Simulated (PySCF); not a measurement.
# TaOCl₂: relaxation and vibrations of the doublet

Where does doublet TaOCl₂ go from a trigonal pyramidal start, is the end point a minimum, and what are its modes, charges and moments?

Method: PBE0, basis Ta def2-TZVP with ECP60, O def2-TZVP, Cl def2-TZVP, scalar-relativistic core potentials, no spin–orbit coupling, density fitting; program: PySCF 2.14.0.

### 1 Starting geometry

4 atoms, charge 0, spin multiplicity 2.

Bond lengths: Ta1–O2 1.830 Å, Ta1–Cl3 2.450 Å, Ta1–Cl4 2.450 Å. Angles: O2–Ta1–Cl3 99.8°, O2–Ta1–Cl4 99.8°, Cl3–Ta1–Cl4 99.8°.

```xyz
4
charge 0 multiplicity 2
Ta    0.0000   -0.3992    0.0000
O     1.8300   -0.3950    0.0000
Cl   -0.4185    1.1232   -1.8734
Cl   -0.4185    1.1232    1.8734
```

### 2 First SCF at the start

One driver script runs all steps and calls PySCF; scf.py shows how it sets up the SCF of each step. The optimiser is the driver's own. After this first run the driver tries any further starts and a stability analysis.

scf.py reads:

```python
from pyscf import gto, scf, dft
mol = gto.M(atom='''
Ta    -0.000000    -0.399200    -0.000000
O      1.829970    -0.395020     0.000000
Cl    -0.418520     1.123190    -1.873390
Cl    -0.418520     1.123190     1.873390''',
    basis={'Ta': 'def2-TZVP', 'O': 'def2-TZVP', 'Cl': 'def2-TZVP'},
    ecp={'Ta': 'def2-TZVP'},
    charge=0, spin=1)
mf = dft.UKS(mol, xc='PBE0')
mf.grids.atom_grid = (50, 194)
aux = {'Ta': 'def2-universal-JKFIT', 'O': 'def2-universal-JKFIT', 'Cl': 'def2-universal-JKFIT'}
mf = mf.density_fit(auxbasis=aux)
mf.conv_tol = 1e-08
mf.diis_space = 10
mf.max_cycle = 60
mf.init_guess = 'minao'
mf.verbose = 4
mf.kernel()
```

Command:

```sh
> OMP_NUM_THREADS=4 python axn.py task.json out
```

Log:

```text
init E= -1032.89229973012
[... the frontier-level lines of each cycle are left out ...]
cycle= 1 E= -1052.21050052447  delta_E= -19.3  |g|= 0.691  |ddm|=  4.5
cycle= 2 E= -1048.8455700301  delta_E= 3.36  |g|= 2.61  |ddm|= 1.69
cycle= 3 E= -1052.33505115962  delta_E= -3.49  |g|= 0.402  |ddm|= 1.44
cycle= 4 E= -1052.38808766904  delta_E= -0.053  |g|= 0.279  |ddm|= 0.531
cycle= 5 E= -1052.42408067964  delta_E= -0.036  |g|= 0.0813  |ddm|= 0.225
cycle= 6 E= -1052.42701851214  delta_E= -0.00294  |g|= 0.0315  |ddm|= 0.0708
cycle= 7 E= -1052.42754980106  delta_E= -0.000531  |g|= 0.0105  |ddm|= 0.0276
cycle= 8 E= -1052.42766829857  delta_E= -0.000118  |g|= 0.00363  |ddm|= 0.0247
cycle= 9 E= -1052.42770310322  delta_E= -3.48e-05  |g|= 0.00194  |ddm|= 0.0142
cycle= 10 E= -1052.42772125769  delta_E= -1.82e-05  |g|= 0.000814  |ddm|= 0.0148
cycle= 11 E= -1052.42772362028  delta_E= -2.36e-06  |g|= 0.000322  |ddm|= 0.00619
cycle= 12 E= -1052.42772373756  delta_E= -1.17e-07  |g|= 8.85e-05  |ddm|= 0.000934
cycle= 13 E= -1052.42772375378  delta_E= -1.62e-08  |g|= 4.39e-05  |ddm|= 0.00025
cycle= 14 E= -1052.42772375824  delta_E= -4.46e-09  |g|= 1.77e-05  |ddm|= 0.000133
Extra cycle  E= -1052.4277237587  delta_E= -4.64e-10  |g|= 3.25e-05  |ddm|= 4.81e-05
converged SCF energy = -1052.4277237587  <S^2> = 0.75911824  2S+1 = 2.0090975
```

This step, with its further starts and checks, needed 25 s of wall time on 4 threads of Arm Neoverse V1, shared host.

Energies from each starting density:

```csv
start,energy (Eh)
the minimal-basis guess,-1052.427724
a thermally smeared density,-1052.427724
a smeared PBE density,-1052.427724
```

No lower solution of this spin turned up from the other starts or in the test of internal stability.

### 3 Trigonal pyramidal start, doublet: relaxation

The program finds Cs symmetry in the start, which this walk keeps. Threshold on the gradient: 0.0003 Eh/bohr, with a further test on the energy change.

Edit scf.py of step 2 so:

```diff
@@ -3,4 +3,4 @@
-Ta    -0.000000    -0.399200    -0.000000
-O      1.829970    -0.395020     0.000000
-Cl    -0.418520     1.123190    -1.873390
-Cl    -0.418520     1.123190     1.873390''',
+Ta     0.000000    -0.399202     0.000000
+O      1.829970    -0.395022     0.000000
+Cl    -0.418520     1.123188    -1.873390
+Cl    -0.418520     1.123188     1.873390''',
@@ -17 +16,0 @@
-mf.init_guess = 'minao'
```

The optimiser's trace:

```csv
step,energy (Eh),change (kJ/mol),largest symmetric gradient (Eh/bohr)
0,-1052.427724,0.00,0.11612
1,-1052.470137,-111.36,0.04502
2,-1052.478973,-134.55,0.02517
3,-1052.481840,-142.08,0.01684
4,-1052.484178,-148.22,0.01606
5,-1052.485202,-150.91,0.00631
6,-1052.485584,-151.91,0.00937
7,-1052.485820,-152.53,0.00430
8,-1052.485889,-152.71,0.00296
9,-1052.485913,-152.78,0.00049
10,-1052.485913,-152.78,0.00009
```

The walk took 44 s.

Positions (Å) and forces (eV/Å) along the way:

```
step 0
Ta   0.000  -0.399   0.000   5.938   4.556   0.000
O    1.830  -0.395   0.000  -5.969  -0.832   0.000
Cl  -0.419   1.123  -1.873   0.015  -1.862   1.448
Cl  -0.419   1.123   1.873   0.015  -1.862  -1.448
step 1
Ta   0.091  -0.246   0.000  -0.797   2.316   0.000
O    1.764  -0.441   0.000   0.623  -0.516   0.000
Cl  -0.431   1.069  -1.872   0.087  -0.900   0.558
Cl  -0.431   1.069   1.872   0.087  -0.900  -0.558
step 5
Ta   0.167   0.164   0.000  -0.099   0.324   0.000
O    1.712  -0.543   0.000   0.106  -0.115   0.000
Cl  -0.443   0.915  -2.093  -0.003  -0.105   0.186
Cl  -0.443   0.915   2.093  -0.003  -0.105  -0.186
step 10
Ta   0.248   0.292   0.000  -0.002   0.003   0.000
O    1.700  -0.598   0.000  -0.004  -0.009   0.000
Cl  -0.477   0.879  -2.098   0.003   0.003   0.004
Cl  -0.477   0.879   2.098   0.003   0.003  -0.004
```

It settles in Cs symmetry, 152.8 kJ/mol below the start, after 10 steps: Ta–Cl 2.296 Å (×2), Ta–O 1.703 Å; Cl–Ta–Cl 132.0°, Cl–Ta–O 113.8° (×2).

### 4 Vibrations and properties at this point

On the finer grid the gradient is checked again; gradients at displacements of ±0.02 bohr then give force constants and infrared intensities.

Edit scf.py of step 3 so:

```diff
@@ -3,4 +3,4 @@
-Ta     0.000000    -0.399202     0.000000
-O      1.829970    -0.395022     0.000000
-Cl    -0.418520     1.123188    -1.873390
-Cl    -0.418520     1.123188     1.873390''',
+Ta     0.117281    -0.079657     0.000000
+O      1.526000    -1.036455     0.000000
+Cl    -0.652438     0.443134    -2.099005
+Cl    -0.652438     0.443134     2.099005''',
@@ -11 +11 @@
-mf.grids.atom_grid = (50, 194)
+mf.grids.atom_grid = (75, 302)
@@ -14 +14 @@
-mf.conv_tol = 1e-08
+mf.conv_tol = 1e-10
```

The driver hands on the density of the step before, so the log starts near convergence.

Log of the central SCF (cycles and frontier levels):

```text
init E= -1052.48585862116
[... the frontier-level lines of each cycle are left out ...]
cycle= 1 E= -1052.48585862113  delta_E= 3.46e-11  |g|= 1.01e-05  |ddm|= 5.97e-06
cycle= 2 E= -1052.4858586208  delta_E= 3.31e-10  |g|= 3.1e-05  |ddm|= 1.84e-05
cycle= 3 E= -1052.48585862116  delta_E= -3.68e-10  |g|= 5.2e-07  |ddm|= 1.4e-05
cycle= 4 E= -1052.48585862116  delta_E= 2.27e-12  |g|= 3.82e-08  |ddm|= 4.64e-07
Extra cycle  E= -1052.48585862117  delta_E= -4.55e-12  |g|= 3.78e-08  |ddm|= 1.36e-07
converged SCF energy = -1052.48585862117  <S^2> = 0.75640523  2S+1 = 2.006395
```

The whole step took 97 s.

Geometry: C2v; Ta–Cl 2.296 Å (×2), Ta–O 1.703 Å; Cl–Ta–Cl 132.2°, Cl–Ta–O 113.9° (×2).

Modes, for the most abundant isotopes:

```json
{"symmetry": "b1", "ω (cm⁻¹)": "50", "IR (km/mol)": "13.3", "μ (u)": "28.01"}
{"symmetry": "a1", "ω (cm⁻¹)": "99", "IR (km/mol)": "1.2", "μ (u)": "39.89"}
{"symmetry": "b2", "ω (cm⁻¹)": "216", "IR (km/mol)": "0.6", "μ (u)": "18.41"}
{"symmetry": "a1", "ω (cm⁻¹)": "388", "IR (km/mol)": "15.9", "μ (u)": "36.59"}
{"symmetry": "b2", "ω (cm⁻¹)": "419", "IR (km/mol)": "108", "μ (u)": "43.39"}
{"symmetry": "a1", "ω (cm⁻¹)": "1028", "IR (km/mol)": "153", "μ (u)": "17.29"}
```

No imaginary mode, so this is a minimum.

Properties at this point:

```
Dipole moment                                                   : 1.78 D
Highest occupied level                                          : -7.19 eV
Lowest empty level                                              : -3.23 eV
Rotational constants                                            : 0.166, 0.05471, 0.04115 cm⁻¹
Zero-point energy                                               : 13.2 kJ/mol
Principal polarisabilities                                      : 55.2, 61.4, 77.7 bohr³
Atomisation energy without zero-point energy                    : 1706 kJ/mol
Principal traceless quadrupole moments about the centre of mass : -4.85, -1.97, 6.82 D Å
Entropy at 298.15 K and 1 bar (electronic part: spin only)      : 346.4 J/(mol K)
Heat capacity Cp at 298.15 K                                    : 71.0 J/(mol K)
Enthalpy at 298.15 K above 0 K                                  : 17.14 kJ/mol
Rotational symmetry number                                      : 2
Spin squared ⟨S²⟩                                               : 0.756
```

Charges (e) and bond orders:

| atom | Mulliken | Löwdin | polar tensor | spin (Mulliken) | Mayer order to Ta1 |
| --- | --- | --- | --- | --- | --- |
| Ta1 | 1.13 | 0.18 | 1.77 | 1.13 | – |
| O2 | -0.47 | -0.27 | -0.74 | -0.07 | 2.21 |
| Cl3,4 | -0.33 | 0.05 | -0.52 | -0.03 | 1.11 |

Outer orbital energies (eV). α occupied: -11.22, -10.74, -10.56, -10.27, -10.08, -9.86, -9.61, -7.19; empty: -3.23, -2.09, -0.86, -0.48. β occupied: -11.69, -11.20, -10.74, -10.53, -10.29, -10.13, -9.86, -9.66; empty: -3.23, -2.76, -1.50, -0.65.

Mulliken populations on Ta1 (outside its core potential): s 2.59, p 6.31, d 2.86, f 0.11.

### 5 Results

```
                                          quantity                                                                   value
                                           minimum                                                            doublet, C2v
                                          geometry  Ta–Cl 2.296 Å (×2), Ta–O 1.703 Å; Cl–Ta–Cl 132.2°, Cl–Ta–O 113.9° (×2)
                                wavenumbers (cm⁻¹)               50 (b1), 99 (a1), 216 (b2), 388 (a1), 419 (b2), 1028 (a1)
                                     dipole moment                                                                  1.78 D
highest occupied, lowest empty level (either spin)                                                         -7.19, -3.23 eV
                        polar-tensor charge of Ta1                                                                 +1.77 e
                                 zero-point energy                                                             13.2 kJ/mol
                               entropy at 298.15 K                                                         346.4 J/(mol K)
         atomisation energy (no zero-point energy)                                                             1706 kJ/mol
                                              ⟨S²⟩                                                                   0.756
```

What this shows: The trigonal pyramidal start (Cs) ends in a minimum of C2v symmetry. The strongest infrared band lies at 1028 cm⁻¹ (a1, stretch). Most of the spin sits on Ta1 (Mulliken spin 1.13, against 1 for the whole molecule). Other starts or spin states, not run here, may lie lower. Open d and f shells are described by one determinant, and the ground state may have another occupation or spin. With an element this heavy the missing spin–orbit coupling can shift these numbers.

The search up to here took 2.8 min.
